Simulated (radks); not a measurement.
**Ga²¹⁺ in 1s1 2s2 2p6 3p1: an all-electron calculation**

Aim: the levels, the sizes of the orbitals and the parts of the energy of the gallium ion Ga21+.

Program: radks (a radial shooting solver on a logarithmic mesh, Libxc functionals) version 1. Level of theory: scalar-relativistic Kohn-Sham, OLYP, spin-unpolarised, spherical densities, point nucleus. These are calculated values, not measurements, unless marked.

## (1) What is computed

- element: gallium (Z = 31)
- charge: +21
- electrons: 10
- configuration: 1s1 2s2 2p6 3p1

The outer shells:

Ga²¹⁺
```
1s [↑ ]
2s [↑↓]
2p [↑↓][↑↓][↑↓]
3p [↑ ][  ][  ]
```

## (2) The calculation

Settings of this run:

```text
Z 31
configuration 1s1 2s2 2p6 3p1 3s0 3d0 4p0 4f0
relativity scalar-relativistic
functional optx,lyp
spin unpolarised
nucleus point
c 137.035999084
```

What does the calculation give?

**Answer**, as computed:

```
                        quantity                 value
                    total energy   -1298.08902 hartree
exchange-correlation share of it                3.11 %
                            −T/E                1.0168
          highest occupied level        3p, -804.90 eV
    most extended occupied level  3p, <r> = 0.502 bohr
 radius at density 0.001 e/bohr³             1.18 bohr
    maxima of the radial density                     2
```

What this shows: 3 principal shells are occupied and 2 maxima appear in the radial density; where shells overlap, one shows as a shoulder or not at all. Relativity lifts −T/E to 1.017. This is not the tabulated ground configuration, so its levels and sizes aren't those of the ground state, and no measured value stands beside it.
